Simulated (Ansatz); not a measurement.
# CH3AlOS: up Jacob's ladder to CCSD(T)

An exercise on one series of results from a longer session: the logs are not shown, and one member is left open.

Computed with Ansatz 0.2.0, Gaussian basis. Level: functionals in def2-TZVPP, the program's frozen cores in correlated methods.

Plan: LDA (SPW92), PBE-D4, revPBE-D4, BLYP-D4, r2SCAN-D4, B97M-V, PBE0-D4, B3LYP-D4, r2SCANh-D4, r2SCAN0-D4, HSE06-D4, BHLYP-D4, CAM-B3LYP-D4, LC-ωPBE, ωB97X-V, ωB97M-V, B2PLYP, PBE-QIDH; CCSD(T)/def2-SVP; CCSD(T)/def2-TZVPP; MP2/def2-QZVPP; extrapolation to the limit; RPA on PBE.

1 further run of the same task is left out (it didn't finish).

### Structure used throughout

An earlier PBE0-D4 in a triple-zeta def2 set relaxation fixed the geometry.

SMILES `[OH][AlH][CH]=S`, 7 atoms, charge 0, spin multiplicity 1.

Atoms are counted from 1 here; the program's logs count them from 0.

Bond lengths: O1–Al2 1.690 Å, O1–H5 0.960 Å, Al2–C3 1.975 Å, Al2–H6 1.575 Å, C3–S4 1.620 Å, C3–H7 1.094 Å. Angles: Al2–O1–H5 118.1°, O1–Al2–C3 115.8°, O1–Al2–H6 119.1°, C3–Al2–H6 125.0°, Al2–C3–S4 117.0°, Al2–C3–H7 125.9°, S4–C3–H7 117.2°.

Set-up of the first run:

in.yaml reads:

```yaml
crystal:
  periodic: [false, false, false]
  atoms:
    - {symbol: O, position_ang: [-1.751473, 0.543627, 0.267061]}
    - {symbol: Al, position_ang: [-0.085057, 0.812871, 0.344903]}
    - {symbol: C, position_ang: [1.056635, -0.661564, -0.305935]}
    - {symbol: S, position_ang: [0.303304, -1.986696, -0.853895]}
    - {symbol: H, position_ang: [-2.057395, -0.296032, -0.082931]}
    - {symbol: H, position_ang: [0.444486, 2.182533, 0.914542]}
    - {symbol: H, position_ang: [2.150701, -0.662739, -0.329346]}
basis:
  gaussian: {orbitals: def2-TZVPP}
hamiltonian: {xc: lda}
output: {orbitals: {seedname: orbitals}}
```

Run with:

```console
$ ansatz run in.yaml --threads 2 --pin off --events-out ev --progress --plain --max-ram 4352MiB
```

Steps of the session up to this table: LDA; PBE-D4 (GGA); revPBE-D4 (GGA); BLYP-D4 (GGA); r2SCAN-D4 (meta-GGA); B97M-V (meta-GGA); B3LYP-D4 (hybrid); r2SCANh-D4 (hybrid); r2SCAN0-D4 (hybrid); HSE06-D4 (hybrid); BHLYP-D4 (hybrid); CAM-B3LYP-D4 (range-separated); LC-ωPBE (range-separated); ωB97X-V (range-separated); ωB97M-V (range-separated); B2PLYP (double hybrid); PBE-QIDH (double hybrid).

One table of the session follows, with a row left open; its other results are not shown here.

It belongs to the step «Orbital energies across the functionals». 

```
  functional  HOMO (eV)  LUMO (eV)  gap (eV)
 LDA (SPW92)      -5.37      -4.21      1.16
      PBE-D4          ?          ?         ?
   revPBE-D4      -5.18      -3.91      1.28
     BLYP-D4      -5.09      -3.81      1.28
   r2SCAN-D4      -5.43      -3.92      1.51
      B97M-V      -5.50      -3.85      1.65
     PBE0-D4      -6.43      -3.09      3.34
    B3LYP-D4      -6.21      -3.26      2.94
  r2SCANh-D4      -5.88      -3.57      2.31
  r2SCAN0-D4      -6.55      -3.05      3.50
    HSE06-D4      -6.03      -3.47      2.56
    BHLYP-D4      -7.50      -2.05      5.45
CAM-B3LYP-D4      -7.75      -1.93      5.82
     LC-ωPBE      -9.11      -0.84      8.27
     ωB97X-V      -8.75      -0.89      7.86
     ωB97M-V      -8.58      -0.96      7.62
```

**Question.** Estimate the row for PBE-D4.

As computed: HOMO (eV): -5.24; LUMO (eV): -3.99; gap (eV): 1.25. In the column «HOMO (eV)» it lies between LDA (SPW92) (-5.37) and revPBE-D4 (-5.18).
